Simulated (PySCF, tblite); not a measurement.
# C₃H₁₁GeNSi: a rotation path, then NMR shifts on frames

Aim: move C₃H₁₁GeNSi (`[SiH3][N]([GeH3])C1CC1`) away from its starting geometry and see how NMR shifts follow the geometry.

The runs use tblite 0.8.0 and PySCF 2.14.0, with density-fitted response routines of our own; the level of theory stands in each step. All values are computed, except where a source is named. Atoms count from 0, in the outputs and in this text.

### 1 The molecule as given

17 atoms, charge 0, multiplicity 1; geometry from: GFN2-xTB.

Bonds of the start (Å): Si0–N1 1.74, N1–Ge2 1.83, N1–C3 1.44, C3–C4 1.50, C4–C5 1.50, C5–C3 1.50, Si0–H6 1.47, Si0–H7 1.46, Si0–H8 1.46, Ge2–H9 1.49, Ge2–H10 1.50, Ge2–H11 1.51, C3–H12 1.09, C4–H13 1.08, C4–H14 1.08, C5–H15 1.08, C5–H16 1.08.

### 2 A band between two rotamers with GFN2-xTB

Job settings and geometry (Å):

```
{"job": {"kind": "neb", "xc": "GFN2-xTB", "basis": "xTB", "atoms": [5, 3, 1, 2], "turn": 120}, "charge": 0, "multiplicity": 1}
Si    -1.280155     1.622937     0.430847
N     -0.556782     0.111815    -0.023017
Ge    -1.610143    -1.330559    -0.429473
C      0.754649    -0.166190     0.489695
C      1.751450    -0.855383    -0.390456
C      1.926200     0.594353    -0.050265
H     -1.753594     1.630207     1.825199
H     -0.249056     2.646916     0.266414
H     -2.408778     1.799716    -0.481738
H     -2.683074    -0.846790    -1.348979
H     -0.743964    -2.364146    -1.079982
H     -2.250790    -1.942851     0.789248
H      0.788550    -0.412752     1.549891
H      2.421137    -1.581195     0.046224
H      1.439890    -1.085279    -1.399152
H      2.715218     0.880861     0.628646
H      1.732242     1.310372    -0.833012
```

Level: GFN2-xTB climbing-image nudged elastic band, gas phase.

Started as:

```sh
$ OMP_NUM_THREADS=1 python probes_run.py task.json out
```

One launch serves the whole session: the jobs run in the order shown.

The log of the run:

```text
image   E - E0 / eV
  0      -0.0000
  1       0.0307
  2       0.0760
  3       0.0823
  4       0.0487
  5       0.0223
  6       0.0210
  7       0.0182
  8      -0.0092
```

Run time: 3.6 s. Hardware: 1 thread of AMD EPYC 9R14, shared host; peak memory 0.19 GiB.

The final band, with the dihedral C5–C3–N1–Ge2:

```
image  dihedral (°)  energy (eV)  energy (kcal/mol)
    0           135        0.000                0.0
    1           152        0.031                0.7
    2           167        0.076                1.8
    3           182        0.082                1.9
    4           199        0.049                1.1
    5           218        0.022                0.5
    6           238        0.021                0.5
    7           256        0.018                0.4
    8           269       -0.009               -0.2
```

### 3 Nuclear shieldings: image 0, PBE0/pcSseg-1

Job settings and geometry (Å):

```
{"job": {"kind": "nmr", "xc": "PBE0", "basis": "pcSseg-1", "pop": false}, "charge": 0, "multiplicity": 1}
Si    -1.280200     1.622900     0.430800
N     -0.556800     0.111800    -0.023000
Ge    -1.610100    -1.330600    -0.429500
C      0.754600    -0.166200     0.489700
C      1.751400    -0.855400    -0.390500
C      1.926200     0.594400    -0.050300
H     -1.753600     1.630200     1.825200
H     -0.249100     2.646900     0.266400
H     -2.408800     1.799700    -0.481700
H     -2.683100    -0.846800    -1.349000
H     -0.744000    -2.364100    -1.080000
H     -2.250800    -1.942900     0.789200
H      0.788600    -0.412800     1.549900
H      2.421100    -1.581200     0.046200
H      1.439900    -1.085300    -1.399200
H      2.715200     0.880900     0.628600
H      1.732200     1.310400    -0.833000
```

With the program's defaults for keys left out, this is: GIAO PBE0/pcSseg-1 NMR shielding, non-relativistic, gas phase.

The log of the run:

```text
coarse grid: 61680 points
cycle   1  E = -2541.2298647067  dE = -2.977e-02  |g| = 9.276e-01  |ddm| = 3.769e+00
cycle   2  E = -2541.1694958626  dE =  6.037e-02  |g| = 1.029e+00  |ddm| = 1.142e+00
cycle   3  E = -2541.2999329895  dE = -1.304e-01  |g| = 1.827e-01  |ddm| = 8.265e-01
cycle   4  E = -2541.3063466201  dE = -6.414e-03  |g| = 6.804e-02  |ddm| = 2.087e-01
cycle   5  E = -2541.3071810372  dE = -8.344e-04  |g| = 7.461e-03  |ddm| = 6.559e-02
cycle   6  E = -2541.3071929551  dE = -1.192e-05  |g| = 2.364e-03  |ddm| = 9.317e-03
cycle   7  E = -2541.3071941552  dE = -1.200e-06  |g| = 5.198e-04  |ddm| = 2.344e-03
final grid: 128672 points
cycle   8  E = -2541.3071939834  dE = -5.664e-08  |g| = 5.736e-04  |ddm| = 2.103e-03
cycle   9  E = -2541.3071939531  dE =  3.034e-08  |g| = 7.079e-04  |ddm| = 9.870e-04
cycle  10  E = -2541.3071940518  dE = -9.868e-08  |g| = 4.877e-05  |ddm| = 5.244e-04
cycle  11  E = -2541.3071940523  dE = -4.802e-10  |g| = 1.940e-05  |ddm| = 6.534e-05
converged SCF energy = -2541.3071940523

GIAO shielding tensors (ppm)
atom      isotropic    diamagn.    paramagn.     s11        s22        s33       span
  0 Si     400.459     881.311    -480.852    354.175    368.018    479.185    125.010
  1 N      248.184     330.198     -82.014    216.773    235.443    292.335     75.562
  2 Ge    1467.979    2756.222   -1288.243   1347.103   1381.673   1675.160    328.057
  3 C      152.702     245.186     -92.484    116.869    129.611    211.626     94.757
  4 C      173.817     252.971     -79.154    140.082    172.323    209.047     68.965
  5 C      172.999     253.073     -80.073    139.487    172.349    207.162     67.675
  6 H       27.026      29.745      -2.719     23.123     24.619     33.336     10.214
  7 H       26.997      30.612      -3.615     22.631     26.377     31.982      9.351
  8 H       27.180      30.485      -3.305     23.010     25.607     32.922      9.912
  9 H       27.412      29.825      -2.413     20.296     22.912     39.030     18.734
 10 H       27.311      29.854      -2.544     19.792     24.725     37.415     17.623
 11 H       27.182      29.196      -2.014     20.241     22.299     39.006     18.766
 12 H       29.385      31.488      -2.102     22.215     27.919     38.023     15.808
 13 H       31.098      30.801       0.297     25.447     26.303     41.542     16.095
 14 H       31.252      32.226      -0.974     26.592     29.115     38.050     11.457
 15 H       31.058      30.841       0.217     25.397     26.210     41.567     16.171
 16 H       31.158      32.233      -1.075     26.519     28.619     38.336     11.817
```

Run time: 20 s. Hardware: 1 thread of AMD EPYC 9R14, shared host; peak memory 0.85 GiB.

The references, computed at this level on geometries of the same kind, shield at (ppm): 1H TMS 31.72, 13C TMS 186.9, 29Si TMS 349.2, 15N NH3 267.7, 73Ge GeMe4 1331. Their shielding less the atom's gives the shift. The references are single molecules in the gas phase, so shifts against H2O, NH3, PH3, H3PO4 or CFCl3 are not on the usual liquid scales and can be off by tens of ppm. Each atom is listed at this fixed geometry, with no averaging over motion; a spectrum would average atoms that exchange fast.

```
atoms                               environment  σ (ppm)  δ (ppm)
   C3                three-membered-ring carbon    152.7     34.2
   C5                three-membered-ring carbon    173.0     13.9
   C4                three-membered-ring carbon    173.8     13.1
   H7         hydrogen on a silicon bonded to N    27.00     4.72
   H6         hydrogen on a silicon bonded to N    27.03     4.69
   H8         hydrogen on a silicon bonded to N    27.18     4.54
  H11       hydrogen on a germanium bonded to N    27.18     4.53
  H10       hydrogen on a germanium bonded to N    27.31     4.41
   H9       hydrogen on a germanium bonded to N    27.41     4.30
  H12  hydrogen on a three-membered-ring carbon    29.39     2.33
  H15  hydrogen on a three-membered-ring carbon    31.06     0.66
  H13  hydrogen on a three-membered-ring carbon    31.10     0.62
  H16  hydrogen on a three-membered-ring carbon    31.16     0.56
  H14  hydrogen on a three-membered-ring carbon    31.25     0.46
  Si0                  silicon bonded to N, 3 H    400.5    -51.3
   N1              nitrogen bonded to C, Ge, Si    248.2     19.5
  Ge2                germanium bonded to N, 3 H     1468     -137
```

Ring of atoms C3, C4, C5: NICS(0) -42.8, NICS(1) -8.7, NICS(1)zz -20.7 ppm (means of both faces).

The two faces differ (NICS(1)zz -16.8 and -24.6 ppm).

In rings of three or four atoms NICS is ruled by the nearby σ bonds, so it says little on aromaticity.

### 4 Nuclear shieldings: image 1, PBE0/pcSseg-1

Job settings and geometry (Å):

```
{"job": {"kind": "nmr", "xc": "PBE0", "basis": "pcSseg-1", "pop": false}, "charge": 0, "multiplicity": 1}
Si    -1.233600     1.617100     0.306000
N     -0.558300     0.060600    -0.055900
Ge    -1.677300    -1.367700    -0.321300
C      0.748300    -0.264500     0.443100
C      1.801600    -0.738400    -0.516200
C      1.915300     0.613400     0.123100
H     -1.668600     1.737800     1.706300
H     -0.209200     2.624900     0.038100
H     -2.378400     1.750600    -0.593300
H     -2.760300    -0.925300    -1.249500
H     -0.860600    -2.482900    -0.899200
H     -2.299400    -1.848300     0.965900
H      0.754600    -0.723300     1.431300
H      2.481200    -1.519400    -0.210300
H      1.536700    -0.762900    -1.563000
H      2.660800     0.768100     0.888400
H      1.740500     1.472200    -0.503300
```

Method: GIAO PBE0/pcSseg-1 NMR shielding, non-relativistic, gas phase.

The log of the run:

```text
coarse grid: 61680 points
cycle   1  E = -2541.2291853021  dE = -3.135e-02  |g| = 9.280e-01  |ddm| = 3.772e+00
cycle   2  E = -2541.1692079005  dE =  5.998e-02  |g| = 1.029e+00  |ddm| = 1.147e+00
cycle   3  E = -2541.2993305985  dE = -1.301e-01  |g| = 1.818e-01  |ddm| = 8.285e-01
cycle   4  E = -2541.3056570844  dE = -6.326e-03  |g| = 6.828e-02  |ddm| = 2.091e-01
cycle   5  E = -2541.3064999532  dE = -8.429e-04  |g| = 7.632e-03  |ddm| = 6.596e-02
cycle   6  E = -2541.3065125585  dE = -1.261e-05  |g| = 2.327e-03  |ddm| = 9.531e-03
cycle   7  E = -2541.3065137123  dE = -1.154e-06  |g| = 5.234e-04  |ddm| = 2.342e-03
final grid: 128672 points
cycle   8  E = -2541.3065553260  dE = -5.416e-08  |g| = 5.686e-04  |ddm| = 2.103e-03
cycle   9  E = -2541.3065552978  dE =  2.816e-08  |g| = 6.952e-04  |ddm| = 9.927e-04
cycle  10  E = -2541.3065553928  dE = -9.500e-08  |g| = 4.075e-05  |ddm| = 5.161e-04
cycle  11  E = -2541.3065553931  dE = -3.274e-10  |g| = 1.757e-05  |ddm| = 5.768e-05
converged SCF energy = -2541.3065553931

GIAO shielding tensors (ppm)
atom      isotropic    diamagn.    paramagn.     s11        s22        s33       span
  0 Si     403.956     881.309    -477.352    361.164    372.052    478.653    117.489
  1 N      251.022     330.010     -78.988    221.569    236.566    294.930     73.361
  2 Ge    1463.737    2756.138   -1292.401   1340.544   1374.929   1675.739    335.195
  3 C      152.729     244.859     -92.130    117.512    129.657    211.017     93.506
  4 C      172.980     253.002     -80.023    137.270    172.469    209.199     71.929
  5 C      175.922     253.059     -77.136    145.533    174.004    208.231     62.698
  6 H       27.079      29.815      -2.736     23.152     24.554     33.532     10.381
  7 H       27.027      30.851      -3.823     22.451     26.713     31.918      9.467
  8 H       27.268      30.548      -3.280     23.077     25.740     32.987      9.910
  9 H       27.321      29.698      -2.377     20.221     22.819     38.923     18.702
 10 H       27.274      29.574      -2.301     20.005     24.160     37.655     17.650
 11 H       27.138      29.144      -2.006     20.226     22.395     38.792     18.566
 12 H       29.401      31.500      -2.099     22.048     28.320     37.834     15.785
 13 H       31.081      30.862       0.219     25.574     26.168     41.502     15.927
 14 H       31.377      32.056      -0.680     26.928     28.889     38.314     11.386
 15 H       31.153      30.760       0.393     25.391     26.367     41.701     16.310
 16 H       30.909      32.395      -1.486     25.963     28.511     38.253     12.289
```

It took 20 s on 1 thread of AMD EPYC 9R14, shared host; peak memory 0.95 GiB.

Key values: δ C3 34.2, C4 13.9, C5 11.0, Si0 -54.8, H7 4.69, H6 4.64 ppm.

[end of part 1 of 2]
